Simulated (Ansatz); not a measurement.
# H4OSiZn + H2: a complex and its separated parts

Aim: how far the complex at one end of a reaction step lies below its separated, relaxed parts, level by level.

Method: PBE0-D4/def2-TZVP structures, single points in def2-TZVPP, no counterpoise correction; program: Ansatz 0.2.0, Gaussian basis.

Levels: SPW92, PBE-D4, BLYP-D4, r2SCAN-D4, B97M-V, PBE0-D4, B3LYP-D4, r2SCAN0-D4, BHLYP-D4, CAM-B3LYP-D4, wB97X-V, wB97M-V, B2PLYP, PBE-QIDH, RPA on PBE, Hartree-Fock, MP2, CCSD, CCSD(T).

Correlated methods freeze the cores. The 3s and 3p shells of Cu and Zn are frozen; filled d shells are correlated. B3LYP uses VWN-RPA correlation. B2PLYP carries no dispersion term here.

94 further runs of the same task are left out: 94 set aside as unsound or not needed.

**1. Where the work starts**

The complex: 9 atoms, charge 0, spin multiplicity 1.

Atoms are counted from 1 here; the program's logs count them from 0.

Bond lengths: Zn1–Si2 2.340 Å, Zn1–O3 1.788 Å, Si2–H6 1.489 Å, Si2–H7 1.489 Å, Si2–H8 1.489 Å, O3–H9 0.958 Å, H4–H5 0.749 Å. Angles: Si2–Zn1–O3 177.3°, Zn1–Si2–H6 111.4°, Zn1–Si2–H7 110.9°, Zn1–Si2–H8 111.4°, H6–Si2–H7 107.7°, H6–Si2–H8 107.6°, H7–Si2–H8 107.7°, Zn1–O3–H9 117.8°.

As a file:

```mol
H6OSiZn
  3D, bonds by distance, orders not assigned

  9  7  0  0  0  0  0  0  0  0999 V2000
   -0.4008   -0.4314   -0.5430 Zn  0  0
    1.7033   -0.4851    0.4803 Si  0  0
   -2.0261   -0.3224   -1.2791 O   0  0
   -1.5557    2.0213    0.8027 H   0  0
   -2.0151    1.6909    0.3115 H   0  0
    1.8985   -1.7418    1.2554 H   0  0
    1.8660    0.6571    1.4223 H   0  0
    2.7990   -0.4017   -0.5251 H   0  0
   -2.2693   -0.9867   -1.9249 H   0  0
  1  2  8  0
  1  3  8  0
  2  6  8  0
  2  7  8  0
  2  8  8  0
  3  9  8  0
  4  5  8  0
M  END
```

Its parts: H4OSiZn holds atoms 1, 2, 3, 6, 7, 8, 9; H2 holds atoms 4, 5. Each part counts its atoms afresh in its own runs.

**2. Relaxing H4OSiZn alone**

relax-a/in.yaml reads:

```yaml
crystal:
  periodic: [false, false, false]
  atoms:
    - {symbol: Zn, position_ang: [-0.400842, -0.431438, -0.542955]}
    - {symbol: Si, position_ang: [1.703325, -0.485094, 0.480303]}
    - {symbol: O, position_ang: [-2.026127, -0.322445, -1.279054]}
    - {symbol: H, position_ang: [1.898543, -1.741790, 1.255397]}
    - {symbol: H, position_ang: [1.866038, 0.657135, 1.422316]}
    - {symbol: H, position_ang: [2.798958, -0.401704, -0.525087]}
    - {symbol: H, position_ang: [-2.269307, -0.986721, -1.924950]}
basis:
  gaussian: {orbitals: def2-TZVP}
hamiltonian: {xc: pbe0, dispersion: d4}
relax: {f_tol: 0.005, max_steps: 200}
```

Started as:

```sh
$ ansatz run in.yaml --threads 4 --pin off --events-out ev --progress --plain --max-ram 9574MiB
```

After this run come: Relaxing H2 alone; SPW92/def2-TZVPP; PBE-D4/def2-TZVPP; BLYP-D4/def2-TZVPP; r2SCAN-D4/def2-TZVPP; B97M-V/def2-TZVPP; PBE0-D4/def2-TZVPP; B3LYP-D4/def2-TZVPP; r2SCAN0-D4/def2-TZVPP; BHLYP-D4/def2-TZVPP; CAM-B3LYP-D4/def2-TZVPP; wB97X-V/def2-TZVPP; wB97M-V/def2-TZVPP; B2PLYP/def2-TZVPP; PBE-QIDH/def2-TZVPP; RPA on PBE/def2-TZVPP; CCSD(T)/def2-TZVPP; Vibrations of H4OSiZn; Vibrations of H2.

Before running it: what results should come out? Wanted: complex less parts, CCSD(T)/def2-TZVPP; with zero-point energy; largest T1 diagnostic.

The runs gave:

| quantity | value |
| --- | --- |
| complex less parts, CCSD(T)/def2-TZVPP | -4.2 kJ/mol |
| with zero-point energy | +1.7 kJ/mol |
| largest T1 diagnostic | 0.016 |

**Reading.** At CCSD(T) the complex lies 4.2 kJ/mol below its parts. PBE-QIDH is the best functional here (+0.1 kJ/mol from CCSD(T)); SPW92 is the worst (-6.9 kJ/mol). Mean unsigned error by rung: LDA 6.9, GGA 1.1, meta-GGA 1.3, hybrid 1.3, range-separated hybrid 1.1, double hybrid 1.0 kJ/mol. PBE-D4 gives a relative energy 1.6 kJ/mol too low, an error of 38 % of the reference. The complex's frequency run has imaginary modes: the structure is no minimum, so both the energy and the zero-point correction are in doubt. No counterpoise was applied, and triple zeta lacks some correlation, so the CCSD(T) reference has a basis error of its own, and close matches with it are partly luck.
